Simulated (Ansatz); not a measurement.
# CH₇ClSi (built from SMILES C.[SiH3]Cl): search for a transition state

Aim: find the saddle point of a four-centre ligand exchange that is to form Si1–C7, H2–H6 and break Si1–H2, H6–C7, prove it by its vibrations, and relax downhill on both sides to see what it joins.

The runs use Ansatz 0.2.0, Gaussian basis; PBE0-D4, def2-SVP first, then def2-TZVP.

152 further runs of the same task are left out: 152 set aside as unsound or not needed.

## Step 1: The system as given

The guess: 10 atoms, charge 0, spin multiplicity 1.

Atoms are counted from 1 here; the program's logs count them from 0.

Bond lengths: Si1–H3 1.442 Å, Si1–H4 1.443 Å, Si1–Cl5 2.078 Å, H6–C7 1.343 Å, C7–H8 1.086 Å, C7–H9 1.088 Å, C7–H10 1.088 Å. Angles: H3–Si1–H4 139.4°, H3–Si1–Cl5 98.4°, H4–Si1–Cl5 98.4°, H6–C7–H8 148.3°, H6–C7–H9 92.6°, H6–C7–H10 93.0°, H8–C7–H9 104.9°, H8–C7–H10 105.0°, H9–C7–H10 110.3°.

Geometry (Å):

```xyz
10

Si   -0.84680    0.57920   -0.06870
H    -1.24660   -1.29680   -0.70870
H    -0.97570    0.87090   -1.47550
H    -1.66630    0.16030    1.04220
Cl   -0.39200    2.49430    0.59620
H    -0.10460   -0.99860   -0.31160
C     1.01140   -0.41930    0.15950
H     1.49910    0.47410    0.53950
H     1.58900   -0.70200   -0.71870
H     1.13260   -1.16210    0.94560
```

Distances that are to change: Si1–C7 2.12 Å, H2–H6 1.25 Å, Si1–H2 2.02 Å, H6–C7 1.34 Å.

## Step 2: Relaxing the guess with the reacting distances held

Contents of hold/in.yaml:

```yaml
crystal:
  periodic: [false, false, false]
  atoms:
    - {symbol: Si, position_ang: [-0.846800, 0.579200, -0.068700]}
    - {symbol: H, position_ang: [-1.246600, -1.296800, -0.708700]}
    - {symbol: H, position_ang: [-0.975700, 0.870900, -1.475500]}
    - {symbol: H, position_ang: [-1.666300, 0.160300, 1.042200]}
    - {symbol: Cl, position_ang: [-0.392000, 2.494300, 0.596200]}
    - {symbol: H, position_ang: [-0.104600, -0.998600, -0.311600]}
    - {symbol: C, position_ang: [1.011400, -0.419300, 0.159500]}
    - {symbol: H, position_ang: [1.499100, 0.474100, 0.539500]}
    - {symbol: H, position_ang: [1.589000, -0.702000, -0.718700]}
    - {symbol: H, position_ang: [1.132600, -1.162100, 0.945600]}
basis:
  gaussian: {orbitals: def2-SVP}
hamiltonian: {xc: pbe0, dispersion: d4}
relax: {f_tol: 0.04, max_steps: 150, escape_saddle: false, constraints: [{distance: [0, 6]}, {distance: [1, 5]}, {distance: [0, 1]}, {distance: [5, 6]}]}
```

The run is started by

```
ansatz run in.yaml --threads 4 --pin off --events-out ev --progress --plain --max-ram 9574MiB
```

The runs that follow: A starting Hessian; Saddle search in the small basis; Saddle search in triple zeta; Vibrations at the point found; Relaxing after a step of 0.30 Å one way along the mode; Relaxing after a step of 0.30 Å the other way along the mode.

Q: Predict the outcome of this session. Wanted: imaginary mode; barrier from the start side; barrier from the end side; energy of the step; pairs that change; zero-point energy at the saddle.

As calculated:

| quantity | value |
| --- | --- |
| imaginary mode | 1190i cm⁻¹ |
| barrier from the start side | 65.4 kcal/mol |
| barrier from the end side | 61.0 kcal/mol |
| energy of the step | +4.4 kcal/mol |
| pairs that change | Si1–C7 formed, H2–H6 formed, Si1–H2 broken, H6–C7 broken |
| zero-point energy at the saddle | 1.907 eV |

**Reading.** One imaginary mode, 1190i cm⁻¹, makes this a first-order saddle. The two relaxations end on the structures that were planned. At PBE0-D4/def2-TZVP the electronic barrier is 65.4 kcal/mol, about 110 kT at 298 K, and the step runs 4.4 kcal/mol uphill. With so stiff a mode tunnelling counts: Wigner's rough correction is a factor of 2.4 at 298 K. The ends are the nearest minima, not always the lowest complexes.
